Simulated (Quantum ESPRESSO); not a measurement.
## LaBi under changes of volume

One of the cells (35.368 Å³/atom); the others are scaled copies at fixed shape and fractional positions:

```
Bi La
1.0
     0.00000    3.28250    3.28250
     3.28250    0.00000    3.28250
     3.28250    3.28250    0.00000
Bi La
1 1
Direct
  0.50000 0.50000 0.50000
  0.00000 0.00000 0.00000
```

| Property | Result |
| --- | --- |
| Program | Quantum ESPRESSO 7.5 |
| Functional | r2SCAN |
| Potentials or basis | SG15 PBE 1.2 |
| Cutoff | 952 eV |
| Density cutoff | 3810 eV |
| k mesh | 5 × 5 × 5 |
| Occupations | fermi-dirac, width 0.05 eV |
| Spin | no spin polarisation |

```csv
volume (Å³/atom),energy over the lowest point (meV/atom),pressure (GPa)
33.246,49.90,5.7
33.954,28.17,4.1
34.661,13.03,2.7
35.368,?,?
36.076,0.00,0.3
36.783,0.97,-0.7
37.490,6.28,-1.7
```

What does the run at 35.368 Å³/atom give?

Energy over the lowest point 3.84 meV/atom; pressure 1.4 GPa.

Worked out: A Birch-Murnaghan fit of order 3 (a polynomial in V^(-2/3)) to the other rows has its minimum at 36.28 Å³/atom with B0 = V·E''(V) = 54 GPa and B' = 4.3. It gives 3.85 meV/atom at 35.368 Å³/atom, against the run's 3.84, and -dE/dV = 1.5 GPa, against 1.4.

Energies are extrapolated to zero smearing.

Caveats: the potentials were made for another functional, which shifts forces and pressure.
